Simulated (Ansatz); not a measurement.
# ClH2PSSi: the cost of one run

Program: Ansatz 0.2.0 through its Python package. Level of theory: CAM-B3LYP/def2-SVP. These are calculated values, not measurements.

### 1 The system

Bond lengths: Cl1–Si2 1.961 Å, Si2–P3 2.158 Å, Si2–S4 2.124 Å, P3–S4 2.063 Å, Si2–H5 1.501 Å, P3–H6 1.396 Å. Angles: Cl1–Si2–P3 115.0°, Cl1–Si2–S4 112.1°, Cl1–Si2–H5 118.7°, P3–Si2–S4 57.6°, P3–Si2–H5 124.8°, S4–Si2–H5 109.8°, Si2–P3–S4 60.4°, Si2–P3–H6 98.8°, S4–P3–H6 101.8°, Si2–S4–P3 62.0°.

The script holds or builds the structure itself.

### 2 The code

The input, bde.py:

```python
"""Cost of removing each kind of hydrogen from ClH2PSSi, fragments frozen."""

import logging
import sys

import ansatz as az

logging.basicConfig(stream=sys.stdout, format="[%(levelname)s] %(message)s")
logger = logging.getLogger("clh2pssi")
logger.setLevel(logging.INFO)

BASIS_SET = "def2-SVP"
FUNCTIONAL = "cam_b3lyp"


def energy_of(molecule, charge=0, unpaired=0):
    calc = molecule.calculation().basis(gaussian=BASIS_SET).functional(FUNCTIONAL)
    if charge:
        calc = calc.charge(charge)
    if unpaired:
        calc = calc.spin("collinear", total=unpaired)
    return calc.run().report["free_energy_ev"]

def without(molecule, index):
    rest = az.Crystal.molecule()
    for i, site in enumerate(molecule.cartesian_sites):
        if i != index:
            rest = rest.atom(site.symbol, site.position_ang)
    return rest

molecule = (
    az.Crystal.molecule()
    .atom("Cl", (-1.685, 0.9204, -0.924))
    .atom("Si", (0.1412, 0.2369, -0.7131))
    .atom("P", (0.7689, -0.0702, 1.3282))
    .atom("S", (0.1763, -1.6856, 0.1892))
    .atom("H", (1.0609, 0.2595, -1.899))
    .atom("H", (-0.4201, 0.2749, 1.9725))
)

whole = energy_of(molecule, 0)
hydrogen = energy_of(az.Crystal.molecule().atom("H", (0, 0, 0)), 0, 1)
logger.info(f"E(molecule) = {whole:.5f} eV, E(H) = {hydrogen:.5f} eV")
for index in [4, 5]:
    radical = energy_of(without(molecule, index), 0, 1)
    logger.info(f"H{index}: homolysis {96.485332 * (radical + hydrogen - whole):.1f} kJ/mol")
```

### 3 Running it

Started as:

```console
python bde.py
```

What time and memory should one allow on 1 thread of Arm Neoverse V2, shared host?

About 14 s, with a peak of 0.3 GiB.
